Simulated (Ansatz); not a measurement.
I need an atomisation energy of CH6GeS, SMILES C[S][GeH3]. Use Ansatz's Python interface. Use (for the species named): CCSD(T), def2-TZVP basis, multiplicity 1.

```json
{"atom": "C", "x (Å)": "-0.6699", "y (Å)": "0.9603", "z (Å)": "-0.8439"}
{"atom": "S", "x (Å)": "1.0325", "y (Å)": "0.5260", "z (Å)": "-0.8409"}
{"atom": "Ge", "x (Å)": "0.7275", "y (Å)": "-0.9672", "z (Å)": "0.7689"}
{"atom": "H", "x (Å)": "-1.2759", "y (Å)": "0.1384", "z (Å)": "-1.1105"}
{"atom": "H", "x (Å)": "-0.8712", "y (Å)": "1.7826", "z (Å)": "-1.6421"}
{"atom": "H", "x (Å)": "-1.0128", "y (Å)": "1.4267", "z (Å)": "0.1334"}
{"atom": "H", "x (Å)": "2.1478", "y (Å)": "-1.6355", "z (Å)": "1.1083"}
{"atom": "H", "x (Å)": "-0.2124", "y (Å)": "-2.0325", "z (Å)": "0.3157"}
{"atom": "H", "x (Å)": "0.2229", "y (Å)": "-0.2452", "z (Å)": "2.0939"}
```

`ch6ges_tae.py`:
```python
# -*- coding: utf-8 -*-
'''Energy to split CH6GeS into its atoms.'''

from collections import Counter

import ansatz as az
from ase import Atoms

BASIS = 'def2-TZVP'
LEVEL = 'CCSD(T)'


def single_point(molecule, charge=0, unpaired=0):
    calc = (
        molecule.calculation()
        .basis(gaussian=BASIS)  # the orbital basis, by name
        .correlation(LEVEL)  # correlation on top of the mean field
    )
    if charge:
        calc = calc.charge(charge)
    if unpaired:
        calc = calc.spin('collinear', total=unpaired)
    return calc.run(threads=1).report['free_energy_ev']


def main():
    atoms = Atoms(['C', 'S', 'Ge', 'H', 'H', 'H', 'H', 'H', 'H'], positions=[
        [-0.6699, 0.9603, -0.8439],
        [1.0325, 0.526, -0.8409],
        [0.7275, -0.9672, 0.7689],
        [-1.2759, 0.1384, -1.1105],
        [-0.8712, 1.7826, -1.6421],
        [-1.0128, 1.4267, 0.1334],
        [2.1478, -1.6355, 1.1083],
        [-0.2124, -2.0325, 0.3157],
        [0.2229, -0.2452, 2.0939],
    ])
    molecule = az.Crystal.molecule_from_ase(atoms)

    # Hund ground states
    unpaired = {'C': 2, 'S': 2, 'Ge': 2, 'H': 1}
    counts = Counter(site.symbol for site in molecule.cartesian_sites)
    atom_energy = {s: single_point(az.Crystal.molecule().atom(s, (0, 0, 0)), 0, unpaired[s]) for s in counts}
    whole = single_point(molecule, 0, 0)
    for s, e in atom_energy.items():
        print(f'{s:2s} x{counts[s]}  {e:14.5f} eV')
    print(f'CH6GeS: {whole:.5f} eV')
    split = sum(counts[s] * e for s, e in atom_energy.items()) - whole
    print(f'atomisation energy (no zero-point term): {96.485332 * split:.1f} kJ/mol, {split / sum(counts.values()):.3f} eV an atom')


if __name__ == '__main__':
    main()
```

Running `python ch6ges_tae.py` prints:
```text
C  x1     -1028.07419 eV
S  x1    -10820.46424 eV
Ge x1    -56477.67202 eV
H  x6       -13.60052 eV
CH6GeS: -68435.40214 eV
atomisation energy (no zero-point term): 2661.9 kJ/mol, 3.065 eV an atom
```

2661.9 kJ/mol from the electronic energies, without the zero-point term.

Reading the output:
- Total energies depend on the basis set; only differences at equal settings carry meaning.
- The geometry is a force-field or estimated start, not a minimum of this method, and the basis set is short of its limit. All parts are taken at fixed geometry, without zero-point energy.
- Run time: 69 s on 1 thread of Arm Neoverse V1, with other jobs on the host, peak memory 1.1 GiB.
